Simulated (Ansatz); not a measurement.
# TiAl3F: the cost of one run

Program: Ansatz 0.2.0. Level of theory: DFT PBE, scalar-relativistic, plane waves, PAW. These are calculated values, not measurements.

1 further run of the same task is left out (it didn't finish).

## (1) The starting structure

It takes space group Pm-3m (No. 221, cubic). The conventional cell has a = 4.134 Å, b = 4.134 Å, c = 4.134 Å, α = 90.00°, β = 90.00°, γ = 90.00°. Around Ti (site symmetry m-3m) lie 12 Al at 2.92 Å. Al (site symmetry 4/mmm) is surrounded by 2 F at 2.07 Å. F (site symmetry m-3m) has 6 Al at 2.07 Å as nearest neighbours.

As a file:

```cif
data_structure
_symmetry_space_group_name_H-M 'Pm-3m'
_symmetry_Int_Tables_number 221
_cell_length_a 4.1345
_cell_length_b 4.1345
_cell_length_c 4.1345
_cell_angle_alpha 90.000
_cell_angle_beta 90.000
_cell_angle_gamma 90.000
_cell_volume 70.67
loop_
_atom_site_label
_atom_site_type_symbol
_atom_site_symmetry_multiplicity
_atom_site_Wyckoff_symbol
_atom_site_fract_x
_atom_site_fract_y
_atom_site_fract_z
_atom_site_occupancy
Ti1 Ti 1 a 0.00000 0.00000 0.00000 1
Al1 Al 3 c 0.00000 0.50000 0.50000 1
F1 F 1 b 0.50000 0.50000 0.50000 1
```

A structure generator made this guess: species swapped into a database cell of LuBRh3 (Pm-3m, No. 221), with Ti on the Lu sites, F on the B sites and Al on the Rh sites. Lengths come from tabulated atomic sizes and are only a guess.

## (2) Probe: one point on a coarse mesh

Contents of input.yaml:

```yaml
crystal:
  lattice:
    - [4.13448945, 0.0, 0.0]
    - [0.0, 4.13448945, 0.0]
    - [0.0, 0.0, 4.13448945]
  atoms:
    - { symbol: Ti, position: [0.0, 0.0, 0.0], spin: 1.0 }
    - { symbol: Al, position: [0.0, 0.5, 0.5] }
    - { symbol: Al, position: [0.5, 0.0, 0.5] }
    - { symbol: Al, position: [0.5, 0.5, 0.0] }
    - { symbol: F, position: [0.5, 0.5, 0.5] }
basis:
  ecutwfc: 420
kpoints:
  mp_grid: { grid: [4, 4, 4] }
hamiltonian:
  xc: pbe
scf:
  occupations: { method: gaussian, width: 0.1 }
  lower_state_search: "off"
output:
  forces: true
  stress: true
  eigenvalues: true
  populations: true
magnetization:
  spin_polarized: true
```

Launch:

```sh
$ ansatz run input.yaml --threads 1 --pin off --max-ram 2560MiB --backend cpu --events-out ev --progress --plain --runs-dir out
```

**Question.** How long does this run take on 1 thread of Intel Xeon Platinum 8259CL at 2.50GHz (Skylake/Cascade Lake), shared host, and how much memory does it need?

About 4.7 s, with a peak of 0.39 GiB.
